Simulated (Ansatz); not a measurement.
# BiTe in Ansatz: convergence with smearing width

Crystal: BiTe.

```
CELL_PARAMETERS angstrom
0.00000 3.23500 3.23500
3.23500 0.00000 3.23500
3.23500 3.23500 0.00000
ATOMIC_POSITIONS crystal
Bi 0.00000 0.00000 0.00000
Te 0.50000 0.50000 0.50000
```

```yaml
Program: Ansatz 0.2.0
Task: convergence study
Functional: PBE
Potentials_or_basis: PseudoDojo standard (PBE files)
Cutoff: 1120 eV
Density_cutoff: 4480 eV
k_mesh: 6 × 6 × 6
Occupations: methfessel-paxton, width 0.3 eV
Spin: no spin polarisation
```

These are the settings of the first run; the series varies smearing width, with any setting tied to it.

Hardware: 2 threads of Intel(R) Xeon(R) Platinum 8259CL CPU @ 2.50GHz (Skylake/Cascade Lake) (shared host).

Question: The values tried are 0.3 eV, 0.2 eV, 0.15 eV, 0.1 eV, 0.05 eV, 0.025 eV, 0.01 eV, 0.005 eV, loosest first. From which on does the pressure stay within 0.1 GPa of the tightest run that finished?

Answer: From 0.05 eV on.

```
smearing width  energy less the tightest run, at zero smearing (meV/atom)  pressure (GPa)  SCF cycles  CPU time (s)  peak memory (GiB)
        0.3 eV                                                      -2.02            0.78           7           4.1                0.5
        0.2 eV                                                      -0.49            0.84           7             4               0.49
       0.15 eV                                                      -0.22            0.87           7             4               0.49
        0.1 eV                                                       0.03            0.90           7             4               0.48
       0.05 eV                                                       0.00            0.98           6           3.7               0.49
      0.025 eV                                                      -0.03            1.02           6           3.7               0.49
       0.01 eV                                                      -0.02            1.03           6           3.8               0.49
      0.005 eV                                                       0.00            1.02           6           3.8               0.49
```

Against the tightest run, the energy stays within 1 meV/atom from 0.2 eV on. Narrower smearing needs a denser k mesh, so at a fixed mesh the narrowest width isn't the most accurate. The tightest run that finished is the yardstick and may itself not be fully converged.
